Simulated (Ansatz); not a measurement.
**C2H6O2Si: one species, many methods**

One table from this session's results is given with a row withheld; the runs are named, their logs left out.

Program: Ansatz 0.2.0, Gaussian basis. Level of theory: functionals in def2-TZVPP, the program's frozen cores in correlated methods. These are calculated values, not measurements.

The runs, in order: PBE-D4, r2SCAN-D4, PBE0-D4, B3LYP-D4, ωB97X-V, ωB97M-V, B2PLYP; CCSD(T)/def2-TZVPP; MP2/def2-QZVPP; extrapolation to the limit.

**Structure used throughout**

All runs share one geometry, relaxed beforehand with PBE0-D4 in a triple-zeta def2 set.

11 atoms, charge 0, spin multiplicity 1.

Atoms are counted from 1 here; the program's logs count them from 0.

Bond lengths: O1–Si2 1.634 Å, O1–H6 0.959 Å, Si2–C3 1.872 Å, Si2–O5 1.663 Å, Si2–H7 1.480 Å, C3–C4 1.542 Å, C3–H8 1.089 Å, C3–H9 1.090 Å, C4–O5 1.450 Å, C4–H10 1.092 Å, C4–H11 1.093 Å. Angles: Si2–O1–H6 117.9°, O1–Si2–C3 121.2°, O1–Si2–O5 115.4°, O1–Si2–H7 103.3°, C3–Si2–O5 81.9°, C3–Si2–H7 119.4°, O5–Si2–H7 115.3°, Si2–C3–C4 82.8°, Si2–C3–H8 117.3°, Si2–C3–H9 116.9°, C4–C3–H8 114.6°, C4–C3–H9 114.1°, H8–C3–H9 109.1°, C3–C4–O5 101.8°, C3–C4–H10 113.2°, C3–C4–H11 113.9°, O5–C4–H10 109.5°, O5–C4–H11 109.3° and more.

Set-up of the first run:

The input, in.yaml:

```yaml
crystal:
  periodic: [false, false, false]
  atoms:
    - {symbol: O, position_ang: [-1.448805, 1.451341, 1.129439]}
    - {symbol: Si, position_ang: [-0.586566, 0.880834, -0.135706]}
    - {symbol: C, position_ang: [-0.260862, -0.951205, -0.340206]}
    - {symbol: C, position_ang: [1.207575, -0.510909, -0.172839]}
    - {symbol: O, position_ang: [1.064802, 0.914275, 0.053948]}
    - {symbol: H, position_ang: [-1.211535, 1.148004, 2.007454]}
    - {symbol: H, position_ang: [-1.107160, 1.658637, -1.281859]}
    - {symbol: H, position_ang: [-0.493977, -1.395956, -1.307040]}
    - {symbol: H, position_ang: [-0.621825, -1.608106, 0.451118]}
    - {symbol: H, position_ang: [1.811926, -0.678850, -1.067327]}
    - {symbol: H, position_ang: [1.711826, -0.965167, 0.683818]}
basis:
  gaussian: {orbitals: def2-TZVPP}
hamiltonian: {xc: pbe, dispersion: d4}
output: {forces: true, orbitals: {seedname: orbitals}}
```

Launch:

```
> ansatz run in.yaml --threads 4 --pin off --events-out ev --progress --plain --max-ram 10444MiB
```

Steps of the session up to this table: PBE-D4 (GGA); r2SCAN-D4 (meta-GGA); PBE0-D4 (hybrid); B3LYP-D4 (hybrid); ωB97X-V (range-separated); ωB97M-V (range-separated); B2PLYP (double hybrid); CCSD(T) in def2-TZVPP; MP2 in def2-QZVPP.

One table of the session follows, with a row left open; its other results are not shown here.

| method | atomisation energy (kcal/mol) |
| --- | --- |
| PBE-D4 | 1066.8 |
| r2SCAN-D4 | 1050.9 |
| PBE0-D4 | 1046.9 |
| B3LYP-D4 | 1044.1 |
| ωB97X-V | ? |
| ωB97M-V | 1052.7 |
| B2PLYP | 1036.8 |
| HF/def2-TZVPP | 757.1 |
| MP2/def2-TZVPP | 1045.3 |
| CCSD/def2-TZVPP | 1006.6 |
| CCSD(T)/def2-TZVPP | 1022.4 |
| MP2/CBS | 1074.0 |
| CCSD(T)/CBS | 1051.1 |

Estimate the missing values for ωB97X-V.

**Answer.** atomisation energy (kcal/mol): 1052.1. In the column «atomisation energy (kcal/mol)» it lies between CCSD(T)/CBS (1051.1) and ωB97M-V (1052.7).
